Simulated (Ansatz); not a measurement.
# BeH2: the cost of one run

Method: reference: DFT, HSE06, plane waves, PAW, in Ansatz 0.2.0.

2 further runs of the same task are left out: 2 that didn't finish.

### Step 1. The system as given

Symmetry: Fm-3m, No. 225, cubic system. Conventional cell: a = 3.950 Å, b = 3.950 Å, c = 3.950 Å, α = 90.00°, β = 90.00°, γ = 90.00°. Be (site symmetry m-3m) is surrounded by 8 H at 1.71 Å. H (site symmetry -43m) is surrounded by 4 Be at 1.71 Å.

Structure file:

```
CELL_PARAMETERS angstrom
0.00000 1.97495 1.97495
1.97495 0.00000 1.97495
1.97495 1.97495 0.00000
ATOMIC_POSITIONS crystal
Be 0.00000 0.00000 0.00000
H 0.25000 0.25000 0.25000
H 0.75000 0.75000 0.75000
```

### Step 2. Reference

input.yaml

```yaml
crystal:
  lattice:
    - [0.0, 1.9749473532, 1.9749473532]
    - [1.9749473532, 0.0, 1.9749473532]
    - [1.9749473532, 1.9749473532, 0.0]
  atoms:
    - { symbol: Be, position: [0.0, 0.0, 0.0] }
    - { symbol: H, position: [0.25, 0.25, 0.25] }
    - { symbol: H, position: [0.75, 0.75, 0.75] }
kpoints:
  mp_grid: { grid: [6, 6, 6] }
hamiltonian:
  xc: hse06
scf:
  occupations: { method: fermi_dirac, width: 0.02 }
  n_extra_bands: 4
output:
  forces: true
  stress: true
  eigenvalues: true
```

Launch:

```console
$ ansatz run input.yaml --threads 4 --pin off --max-ram 3686MiB --backend cpu --events-out ev --progress --plain --runs-dir out
```

**Question.** How long does this run take on 4 threads of Arm Neoverse V1, shared host, and how much memory does it need?

About 2 s, with a peak of 0.44 GiB.
